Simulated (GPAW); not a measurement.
A run of GPAW 26.7.0:

Contents of run.py:

```python
import numpy as np
from ase import Atoms
from ase.dft.bandgap import bandgap
from ase.io import write
from gpaw import GPAW, PW
from gpaw.response.df import DielectricFunction

atoms = Atoms(['Co', 'Mn', 'Mg', 'O', 'O', 'O', 'O'],
              cell=[[2.931000206, 0.0, 0.0],
                    [0.2141127943, 5.2136631061, 0.0],
                    [0.1098687336, 1.4299112562, 5.0392798726]],
              scaled_positions=[[0.96320796, 0.57790838, 0.58702838],
                                [0.50692579, 0.96815776, 0.96722393],
                                [0.47398835, 0.30014814, 0.29112471],
                                [0.49359182, 0.28676087, 0.67303999],
                                [0.99131377, 0.14166967, 0.13122626],
                                [0.02403382, 0.81668766, 0.81986573],
                                [0.5099655, 0.6799395, 0.287873]],
              pbc=True)
atoms.set_initial_magnetic_moments([3.0, 5.0, 0.0, 0.0, 0.0, 0.0, 0.0])

calc = GPAW(mode=PW(600),
            xc='PBE',
            kpts={'size': (4, 3, 3), 'gamma': True},
            occupations={'name': 'fermi-dirac', 'width': 0.001},
            nbands=51,
            convergence={'density': 0.0001},
            maxiter=150,
            txt='gpaw.txt')
atoms.calc = calc
energy = atoms.get_potential_energy()
calc.write('gs.gpw')
write('result.traj', atoms)
print(f'Energy: {energy:.6f} eV')
print('Moments:', calc.get_magnetic_moments().round(3))
print('Fermi level:', round(calc.get_fermi_level(), 4), 'eV')
print(f'Gap: {bandgap(calc)[0]:.4f} eV, direct: {bandgap(calc, direct=True)[0]:.4f} eV')

for size in [(4, 3, 3), (6, 4, 3)]:
    name = 'x'.join(str(n) for n in size)
    dense = calc.fixed_density(kpts={'size': size, 'gamma': True},
                               nbands=91, convergence={'bands': 85, 'eigenstates': 1e-7},
                               update_fermi_level=True, txt=f'dense-{name}.txt')
    dense.write(f'{name}.gpw', mode='all')
    df = DielectricFunction(f'{name}.gpw', frequencies=np.array([0.0]), hilbert=False, eta=0.001,
                            ecut=80, nbands=85, intraband=False, txt=f'df-{name}.txt')
    for xc in ['RPA']:
        for direction in ['x', 'y', 'z', [0, 1, 1], [1, 0, 1], [1, 1, 0]]:
            e0, e = df.get_macroscopic_dielectric_constant(xc=xc, direction=direction)
            print(f'{name} {xc} {direction}: {e0:.4f} without, {e:.4f} with local fields')
```

Potentials or basis: GPAW PAW data sets (gpaw-data 1.2.1), pw.

Command:

```sh
$ OMP_NUM_THREADS=1 python run.py
```

Hardware: 1 thread of Arm Neoverse V2 (shared host).

**Question.** How long does it take, and how much memory?

**Answer.** Run time: 18 min on 1 thread of Arm Neoverse V2, on a shared host, peak memory 1.1 GiB. Counts: scf iterations 56, plane waves 2594, bands 51, k points 19.
